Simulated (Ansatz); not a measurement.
# Mg3Te2O: the cost of one run

Method: DFT PBE, scalar-relativistic, plane waves, PAW, in Ansatz 0.2.0.

## Step 1: The system as given

The structure is hexagonal, space group P6/mmm (No. 191). The conventional cell has a = 5.816 Å, b = 5.816 Å, c = 4.513 Å, α = 90.00°, β = 90.00°, γ = 120.00°. Mg (site symmetry mmm) has 4 Te at 2.81 Å and 4 Mg at 2.91 Å and 4 O at 3.68 Å in its first shell of neighbours. Around Te (site symmetry -6m2) lie 6 Mg at 2.81 Å. Around O (site symmetry 6/mmm) lie 6 Te at 3.36 Å and 12 Mg at 3.68 Å.

As a file:

```cif
data_structure
_symmetry_space_group_name_H-M 'P 1'
_symmetry_Int_Tables_number 1
_cell_length_a 5.8164
_cell_length_b 5.8164
_cell_length_c 4.5126
_cell_angle_alpha 90.000
_cell_angle_beta 90.000
_cell_angle_gamma 120.000
_cell_volume 132.21
loop_
_atom_site_label
_atom_site_type_symbol
_atom_site_fract_x
_atom_site_fract_y
_atom_site_fract_z
_atom_site_occupancy
Mg1 Mg 0.50000 0.00000 0.50000 1
Mg2 Mg 0.50000 0.50000 0.50000 1
Mg3 Mg 0.00000 0.50000 0.50000 1
Te1 Te 0.33333 0.66667 0.00000 1
Te2 Te 0.66667 0.33333 0.00000 1
O1 O 0.00000 0.00000 0.00000 1
```

A structure generator made this guess: species swapped into a database cell of SmAl3Pd2 (P6/mmm, No. 191), with O on the Sm sites, Mg on the Al sites and Te on the Pd sites. The dimensions are guesses.

## Step 2: A first look at the guess

Input file input.yaml:

```yaml
crystal:
  lattice:
    - [5.81637838, 0.0, 0.0]
    - [-2.90818919, 5.03713143, 0.0]
    - [0.0, 0.0, 4.51259076]
  atoms:
    - { symbol: Mg, position: [0.5, 0.0, 0.5] }
    - { symbol: Mg, position: [0.5, 0.5, 0.5] }
    - { symbol: Mg, position: [0.0, 0.5, 0.5] }
    - { symbol: Te, position: [0.33333333, 0.66666667, 0.0] }
    - { symbol: Te, position: [0.66666667, 0.33333333, 0.0] }
    - { symbol: O, position: [0.0, 0.0, 0.0] }
basis:
  ecutwfc: 420
kpoints:
  mp_grid: { grid: [3, 3, 4] }
hamiltonian:
  xc: pbe
scf:
  occupations: { method: gaussian, width: 0.1 }
  lower_state_search: "off"
output:
  forces: true
  stress: true
  eigenvalues: true
```

The run is started by

```sh
ansatz run input.yaml --threads 1 --pin off --max-ram 2560MiB --backend cpu --events-out ev --progress --plain --runs-dir out
```

What time and memory should one allow on 1 thread of Intel Xeon at 2.50GHz (Skylake/Cascade Lake), shared host?

About 6.5 s, with a peak of 0.4 GiB.
